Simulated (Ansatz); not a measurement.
# P2CO3: the cost of one run

Program: Ansatz 0.2.0. Level of theory: DFT PBE+D3(BJ), scalar-relativistic, plane waves, PAW. These are calculated values, not measurements.

## Step 1: The system as given

The structure is hexagonal, space group P6/mmm (No. 191). Conventional cell: a = 3.760 Å, b = 3.760 Å, c = 6.978 Å, α = 90.00°, β = 90.00°, γ = 120.00°. P (site symmetry 6mm) is surrounded by 1 C at 1.84 Å. C (site symmetry 6/mmm) has 2 P at 1.84 Å in its first shell of neighbours. O (site symmetry mmm) is surrounded by 4 O at 1.88 Å.

As a file:

```xyz
6
Lattice="3.7603 0.0000 0.0000 -1.8801 3.2565 0.0000 0.0000 0.0000 6.9780" Properties=species:S:1:pos:R:3 pbc="T T T"
P     0.0000    0.0000    1.8365
P     0.0000    0.0000    5.1415
C     0.0000    0.0000    0.0000
O     1.8801    0.0000    3.4890
O    -0.9401    1.6282    3.4890
O     0.9401    1.6282    3.4890
```

Recipe of the guess: random cell by space group and Wyckoff sites (P6/mmm, No. 191). Lengths come from tabulated atomic sizes and are only a guess.

## Step 2: The guess as it stands, on a coarse mesh

The input, input.yaml:

```yaml
crystal:
  lattice:
    - [3.76027497, 0.0, 0.0]
    - [-1.88013749, 3.25649365, 0.0]
    - [0.0, 0.0, 6.97803011]
  atoms:
    - { symbol: P, position: [0.0, 0.0, 0.26319025] }
    - { symbol: P, position: [0.0, 0.0, 0.73680975] }
    - { symbol: C, position: [0.0, 0.0, 0.0] }
    - { symbol: O, position: [0.5, 0.0, 0.5] }
    - { symbol: O, position: [0.0, 0.5, 0.5] }
    - { symbol: O, position: [0.5, 0.5, 0.5] }
basis:
  ecutwfc: 420
kpoints:
  mp_grid: { grid: [6, 6, 4] }
hamiltonian:
  xc: pbe
  dispersion: d3bj
scf:
  occupations: { method: gaussian, width: 0.1 }
  lower_state_search: "off"
output:
  forces: true
  stress: true
  eigenvalues: true
```

On the command line:

```bash
> ansatz run input.yaml --threads 1 --pin off --max-ram 2560MiB --backend cpu --events-out ev --progress --plain --runs-dir out
```

What time and memory should one allow on 1 thread of Arm Neoverse N1, shared host?

About 4.8 s, with a peak of 0.33 GiB.
